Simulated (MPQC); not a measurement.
**A workflow on BNH6 (B(NH3)H3)**

Aim: a single-point energy (singlet BNH6, MP2/def2-SVP), then a single-point energy (singlet BNH6, MP2/def2-SVPD), then a single-point energy (singlet BNH6, MP2/def2-TZVP), then the energy (singlet BNH6, MP2/def2-TZVPD), then the energy (doublet B, ZAPT2/def2-TZVPD), then a single-point energy (quartet N, ZAPT2/def2-TZVPD) of BH6N and its partners. 

The calculation is run with MPQC 2.3.1.

10 further runs of the same task are left out: 10 set aside as unsound or not needed.

### 1 The system as given

BNH6: 8 atoms, total charge 0, spin state singlet. As SMILES, `[H]B([H])([H])<-N`. Geometry: relaxed at GFN2-xTB.

Bond lengths: B1–N2 1.659 Å, N2–H3 1.013 Å, N2–H4 1.013 Å, N2–H5 1.013 Å, B1–H6 1.191 Å, B1–H7 1.191 Å, B1–H8 1.190 Å. Some angles: B1–N2–H3 108.6°, B1–N2–H4 108.6°, B1–N2–H5 108.6°, N2–B1–H6 105.5°, N2–B1–H7 105.6°, N2–B1–H8 105.6°, H3–N2–H4 110.3°, H3–N2–H5 110.4°, H4–N2–H5 110.3°, H6–B1–H7 113.1°.

### 2 The energy at MP2/def2-SVP (run 1)

Input file mol.in:

```
molecule<Molecule>: (
  symmetry = c1
  unit = bohr
  { atoms geometry } = {
    B  [ -0.00415740     0.00561249    -1.56977659 ]
    N  [ 0.00402512    -0.00574477     1.56461764 ]
    H  [ -1.80669156     0.06508217     2.17981798 ]
    H  [ 0.97477743     1.52531134     2.17832510 ]
    H  [ 0.84960197    -1.61410957     2.16589070 ]
    H  [ 2.16061836    -0.06064131    -2.17855187 ]
    H  [ -1.02991964     1.91837437    -2.16347185 ]
    H  [ -1.14823539    -1.83388472    -2.17683221 ]
  }
)
basis<GaussianBasisSet>: (
  name = "def2-SVP"
  molecule = $:molecule
  basisdir = "."
  puream = yes
)
mpqc: (
  checkpoint = no
  savestate = no
  restart = no
  do_energy = yes
  do_gradient = no
  optimize = no
  mole<MBPT2>: (
    molecule = $:molecule
    basis = $:basis
    memory = 1000000000
    method = mp
    nfzc = 2
    reference<CLHF>: (
      molecule = $:molecule
      basis = $:basis
      total_charge = 0
      memory = 1000000000
      print_evals = yes
      maxiter = 70
      value_accuracy = 1e-08
      guess_wavefunction<CLHF>: (
        molecule = $:molecule
        total_charge = 0
        memory = 1000000000
        value_accuracy = 1e-3
        basis<GaussianBasisSet>: (
          name = "MINI (Huzinaga)"
          molecule = $:molecule
        )
      )
    )
  )
)
```

The basis set def2-SVP is read from a file made from the Basis Set Exchange's data (not shown).

The run is started by

```sh
$ mpqc mol.in > mol.out
```

The program printed:

```text
MPQC: Massively Parallel Quantum Chemistry
[...]
  LUMO is    10   A =   0.134556
  total scf energy =  -82.5582526447
[...]
  MP2 correlation energy [au]:         -0.297702211817
  MP2 energy [au]:                    -82.855954856513
Value of the MolecularEnergy:  -82.8559548565
[...]
        symmetry = c1
[...]
```

It took 4.5 s on 1 thread of Arm Neoverse V2, shared host; peak memory 0.22 GiB.

### 3 The energy at MP2/def2-SVPD (run 2)

Changes to mol.in since step 2:

```diff
@@ -15,3 +15,3 @@
 basis<GaussianBasisSet>: (
-  name = "def2-SVP"
+  name = "def2-SVPD"
   molecule = $:molecule
```

The basis set def2-SVPD is read from a file made from the Basis Set Exchange's data (not shown).

The run is started by

```sh
$ mpqc mol.in > mol.out
```

The program printed:

```text
MPQC: Massively Parallel Quantum Chemistry
[...]
  LUMO is    10   A =   0.068257
  total scf energy =  -82.5627636666
[...]
  MP2 correlation energy [au]:         -0.311474156412
  MP2 energy [au]:                    -82.874237822979
Value of the MolecularEnergy:  -82.8742378230
[...]
        symmetry = c1
[...]
```

Wall time 19 s (1 thread of Arm Neoverse V2, shared host); peak memory 0.5 GiB.

### 4 The energy at MP2/def2-TZVP (run 3)

Changes to mol.in since step 3:

```diff
@@ -15,3 +15,3 @@
 basis<GaussianBasisSet>: (
-  name = "def2-SVPD"
+  name = "def2-TZVP"
   molecule = $:molecule
```

The basis set def2-TZVP is read from a file made from the Basis Set Exchange's data (not shown).

The run is started by

```sh
$ mpqc mol.in > mol.out
```

The program printed:

```text
MPQC: Massively Parallel Quantum Chemistry
[...]
  LUMO is    10   A =   0.095220
  total scf energy =  -82.6512406968
[...]
  MP2 correlation energy [au]:         -0.350664502977
  MP2 energy [au]:                    -83.001905199823
Value of the MolecularEnergy:  -83.0019051998
[...]
        symmetry = c1
[...]
```

Run time: 29 s. Hardware: 1 thread of Arm Neoverse V2, shared host; peak memory 0.5 GiB.

Runs 4 to 5 aren't shown in full; the table further down has their settings and results.

### 5 The N atom: a single-point energy at ZAPT2/def2-TZVPD (run 6)

Input file mol.in:

```
molecule<Molecule>: (
  symmetry = c1
  unit = bohr
  { atoms geometry } = {
    N  [ 0.00000000     0.00000000     0.00000000 ]
  }
)
basis<GaussianBasisSet>: (
  name = "def2-TZVPD"
  molecule = $:molecule
  basisdir = "."
  puream = yes
)
mpqc: (
  checkpoint = no
  savestate = no
  restart = no
  do_energy = yes
  do_gradient = no
  optimize = no
  mole<MBPT2>: (
    molecule = $:molecule
    basis = $:basis
    memory = 1000000000
    method = zapt
    nfzc = 1
    reference<HSOSHF>: (
      molecule = $:molecule
      basis = $:basis
      total_charge = 0
      multiplicity = 4
      memory = 1000000000
      print_evals = yes
      maxiter = 70
      value_accuracy = 1e-08
      guess_wavefunction<HSOSHF>: (
        molecule = $:molecule
        total_charge = 0
        multiplicity = 4
        memory = 1000000000
        value_accuracy = 1e-3
        basis<GaussianBasisSet>: (
          name = "MINI (Huzinaga)"
          molecule = $:molecule
        )
      )
    )
  )
)
```

The basis set def2-TZVPD is read from a file made from the Basis Set Exchange's data (not shown).

Run the same way, it converges to -54.49303 Eh (log not shown).

### 6 Overview of the runs

```csv
run,level,frozen core orbitals,partner,energy (Eh),HOMO energy (eV),LUMO energy (eV),HOMO–LUMO gap (eV),wall time
1,MP2/def2-SVP,2,base,-82.855955,-11.24,3.66,14.90,4.5 s
2,MP2/def2-SVPD,2,base,-82.874238,-11.33,1.86,13.19,19 s
3,MP2/def2-TZVP,2,base,-83.001905,-11.32,2.59,13.91,29 s
4,MP2/def2-TZVPD,2,base,-83.005147,-11.34,1.19,12.53,62 s
5,ZAPT2/def2-TZVPD,1,atoms,-24.575608,–,–,–,0.2 s
6,ZAPT2/def2-TZVPD,1,atoms,-54.493032,–,–,–,0.16 s
```

Convergence of the HOMO energy (Hartree–Fock orbitals) of singlet BNH6 with the basis set, against the last point:

```csv
basis set,from the last (eV),wall time
def2-SVP,+0.0938,4.5 s
def2-SVPD,+0.0036,19 s
def2-TZVP,+0.0121,29 s
def2-TZVPD,+0.0000,62 s
```

Convergence of the total energy of singlet BNH6 with the basis set, against the last point:

```csv
basis set,from the last (mEh),wall time
def2-SVP,+149.192,4.5 s
def2-SVPD,+130.909,19 s
def2-TZVP,+3.242,29 s
def2-TZVPD,+0.000,62 s
```

### 7 Summary of results

```
                                          quantity         value
                              N atom: total energy  -54.49303 Eh
N atom: correlation energy (1 core orbital frozen)     -93.9 mEh
```

In words: For the HOMO energy (Hartree–Fock orbitals) of singlet BNH6 to stay within 0.05 eV of the last point, def2-SVPD is the first point of the series from which all later ones do (19 s against 62 s). All runs together took 1.9 min, the longest 62 s.
